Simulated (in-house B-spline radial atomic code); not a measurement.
**Nb¹⁸⁺: ionisation energy by several methods**

How far do functionals differ on the ionisation energy of Nb¹⁸⁺? Each run solves Nb¹⁸⁺ and then the next ion ([Ar] 3d4).

The numbers are computed with in-house B-spline radial atomic code version 1 (scalar-relativistic (X2C), several functionals, spin-polarised; spherical all-electron atom at the radial basis limit), except any that are marked as measured or tabulated.

### 1 The system

| Property | Result |
| --- | --- |
| element | niobium (Z = 41) |
| charge | +18 |
| electrons | 23 |
| configuration | [Ar] 3d5 |
| nucleus | Fermi, rms radius 4.324 fm |

The outer shells:

[Ar] 3d5
```
[Ar] core
3d [↑ ][↑ ][↑ ][↑ ][↑ ]
```

Where spins are not typed, each open shell is filled with up spins first.

### 2 r2SCAN

Settings, as recorded:

```ini
Z = 41
electrons = 23.0
configuration = [Ar] 3d5
hamiltonian = x2c
method = r2scan
spin_polarised = True
nucleus = fermi
rms_radius = 4.324
mass_number = 93
atomic_mass = 92.90637317
speed_of_light = 137.035999084
```

### 3 revTPSS

Settings: those of step 2 with these lines changed.

```diff
@@ -4,3 +4,3 @@
 hamiltonian = x2c
-method = r2scan
+method = revtpss,revtpss
 spin_polarised = True
```

### 4 OLYP

Settings: those of step 3 with these lines changed.

```diff
@@ -4,3 +4,3 @@
 hamiltonian = x2c
-method = revtpss,revtpss
+method = optx,lyp
 spin_polarised = True
```

### 5 AM05

Settings: those of step 4 with these lines changed.

```diff
@@ -4,3 +4,3 @@
 hamiltonian = x2c
-method = optx,lyp
+method = am05
 spin_polarised = True
```

### 6 SCAN

Settings: those of step 5 with these lines changed.

```diff
@@ -4,3 +4,3 @@
 hamiltonian = x2c
-method = am05
+method = scan,scan
 spin_polarised = True
```

### 7 LDA (VWN5)

Settings: those of step 6 with these lines changed.

```diff
@@ -4,3 +4,3 @@
 hamiltonian = x2c
-method = scan,scan
+method = lda,vwn
 spin_polarised = True
```

The tabulated ionisation energy is 758 ± 3 eV (tabulated theoretical; NIST Atomic Spectra Database). What does each method give, and which comes nearest?

The runs gave:

| method | rung | total energy (hartree) | ΔSCF (eV) | −ε highest (eV) | ΔSCF less tabulated (eV) |
| --- | --- | --- | --- | --- | --- |
| LDA (VWN5) | LDA | -3650.0522 | 760.27 | 731.77 (3d up) | +2.27 |
| OLYP | GGA | -3655.7210 | 762.79 | 734.30 (3d up) | +4.79 |
| AM05 | GGA | -3650.5069 | 760.14 | 731.65 (3d up) | +2.14 |
| r2SCAN | meta-GGA | -3654.8638 | 762.76 | 734.63 (3d up) | +4.76 |
| revTPSS | meta-GGA | -3654.1340 | 760.15 | 731.74 (3d up) | +2.15 |
| SCAN | meta-GGA | -3655.1423 | 762.78 | 734.59 (3d up) | +4.78 |

**Reading.** Tables give 758 ± 3 eV (tabulated theoretical; NIST Atomic Spectra Database) for the ionisation energy. AM05 misses by +2.14 eV, the least, and OLYP by +4.79 eV (0.63 %), the most. Mean absolute error by rung (exchange-only levels left out): LDA 2.27 eV, GGA 3.46 eV, meta-GGA 3.90 eV. The table's own uncertainty exceeds the spread between the methods, so their order is not settled. Relativistic terms that these runs lack can be as large as the gaps between close methods, so the nearest may be so by luck. Spin-orbit coupling is left out. Open shells are averaged (over orientations, and over spins where the run is restricted), while tables refer to the lowest levels. For the semilocal functionals minus the highest level recovers only 96 % of their own ΔSCF value, a mark of self-interaction.

Members of this set that are not shown: 1 used exact exchange with fractional occupations of an open shell, which is unsound here.
